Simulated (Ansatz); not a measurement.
Geometry optimisation, DFT PBE, scalar-relativistic, plane waves, PAW in Ansatz.

The input (input.yaml):

```yaml
crystal:
  lattice:
    - [5.51757, 0.0, 0.0]
    - [0.0, 5.51757, 0.0]
    - [0.0, 0.0, 6.517558]
  atoms:
    - { symbol: Zn, position: [0.1797416, 0.1876789, 0.2495126] }
    - { symbol: Zn, position: [0.828759, 0.8190783, 0.2585907] }
    - { symbol: Zn, position: [0.6727891, 0.3178292, -0.0024627] }
    - { symbol: Zn, position: [0.3126225, 0.6836156, -0.0060268] }
    - { symbol: O, position: [0.8089149, 0.1826784, 0.2510338] }
    - { symbol: O, position: [0.1833613, 0.8237736, 0.2397721] }
    - { symbol: O, position: [0.6820789, 0.6859729, -0.0054765] }
    - { symbol: O, position: [0.3124118, 0.3181362, -0.0084717] }
    - { symbol: Zn, position: [0.1820476, 0.1875937, 0.7546043] }
    - { symbol: Zn, position: [0.8266517, 0.8172157, 0.7535283] }
    - { symbol: In, position: [0.674547, 0.3066382, 0.5023497], spin: 1.0 }
    - { symbol: O, position: [0.8125435, 0.1801664, 0.7574991] }
    - { symbol: O, position: [0.1788794, 0.8109103, 0.7540561] }
    - { symbol: O, position: [0.6876165, 0.6786828, 0.502673] }
    - { symbol: O, position: [0.3165961, 0.3255921, 0.5062794] }
magnetization:
  spin_polarized: true
total_charge: -2
basis:
  ecutwfc: 420.0
kpoints:
  mp_grid: { grid: [3, 3, 2] }
hamiltonian:
  xc: pbe
  pseudopotentials: { kind: paw, azcp: { folder: soft_1 } }
scf:
  occupations: { method: gaussian, width: 0.05 }
  lower_state_search: "off"
relax:
  f_tol: 0.03
  max_steps: 60
  adjacent_minimum: "off"
```

Launched with:

```bash
$ ansatz run input.yaml --threads 4 --pin off --max-ram 10240MiB --backend cpu --events-out ev --progress --plain --runs-dir out
```

Q: Where does it end, and by what steps?

A: The forces met the threshold. Limits of this set-up: coarse k mesh, a small cell, in which the defect meets its images, charged cell in a uniform background, uncorrected. After 9 steps the energy has fallen by 1.038 eV; O15 moved furthest, 0.46 Å.

```csv
step,energy less start (eV),largest force component (eV/Å),accepted
0,0.0000,2.707,yes
1,-0.7180,0.943,yes
2,-0.9850,0.090,yes
3,-0.9929,0.073,yes
4,-0.9965,0.034,yes
5,-1.0225,0.040,yes
6,-1.0254,0.200,yes
7,-1.0373,0.038,yes
8,-1.0373,0.038,yes
9,-1.0377,0.021,yes
```

```xyz
15
Lattice="5.5176 0.0000 0.0000 0.0000 5.5176 0.0000 0.0000 0.0000 6.5176" Properties=species:S:1:pos:R:3
Zn 0.839 1.118 1.606
Zn 4.833 4.292 1.648
Zn 3.554 1.620 0.003
Zn 1.989 3.996 0.004
O 4.337 0.812 1.576
O 1.192 4.726 1.569
O 3.967 3.595 0.004
O 1.595 1.980 0.003
Zn 0.840 1.118 4.917
Zn 4.836 4.288 4.878
In 3.394 1.700 3.262
O 4.337 0.811 4.947
O 1.194 4.726 4.955
O 4.038 3.669 3.263
O 1.317 1.968 3.262
```

Time of the run: 100 s on 4 threads of Arm Neoverse V1, with other jobs on the host, peak memory 0.76 GiB.
